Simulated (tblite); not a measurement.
# C4H12GaNO: the cost of one run

Computed with tblite 0.8.0 and PySCF 2.14.0, with density-fitted response routines of our own, on a single molecule in the gas phase. Atoms count from 0, in the outputs and in this text.

## Step 1: The molecule as given

19 atoms, charge 0, multiplicity 1; geometry from: force field or distance geometry start.

Bonds of the start (Å): C0–C1 1.51, C1–C2 1.51, C2–O3 1.39, O3–Ga4 1.71, Ga4–N5 2.11, N5–C6 1.45, C0–H7 1.10, C0–H8 1.13, C0–H9 1.12, C1–H10 1.12, C1–H11 1.14, C2–H12 1.09, C2–H13 1.14, Ga4–H14 1.70, N5–H15 1.05, C6–H16 1.11, C6–H17 1.12, C6–H18 1.09.

## Step 2: Geometry optimisation with GFN2-xTB

Job settings and geometry (Å):

```
{"job": {"kind": "relax", "xc": "GFN2-xTB", "basis": "xTB"}, "charge": 0, "multiplicity": 1}
C     -3.148800     0.289300     0.074700
C     -2.427400    -0.957000    -0.367900
C     -0.976300    -0.583800    -0.571700
O     -0.473300    -0.079400     0.620100
Ga     1.154100     0.304400     0.256800
N      2.994300    -0.522300    -0.350700
C      3.702200     0.642800     0.140500
H     -3.472300     0.940100    -0.750900
H     -2.479200     0.928600     0.717700
H     -3.995600    -0.012100     0.739600
H     -2.895600    -1.426800    -1.265600
H     -2.509100    -1.717900     0.474400
H     -0.359800    -1.384200    -0.991400
H     -0.920000     0.278900    -1.307300
H      1.046500     1.810100    -0.517700
H      3.181700    -1.308000     0.324700
H      3.226900     1.542400    -0.294900
H      3.598300     0.705000     1.258300
H      4.743500     0.559200    -0.181100
```

On the command line:

```sh
$ OMP_NUM_THREADS=1 python probes_run.py task.json out
```

This one command runs all jobs of the session in turn.

**Question.** How long does this first job take on 1 thread of Arm Neoverse N1, shared host?

About 3 s.
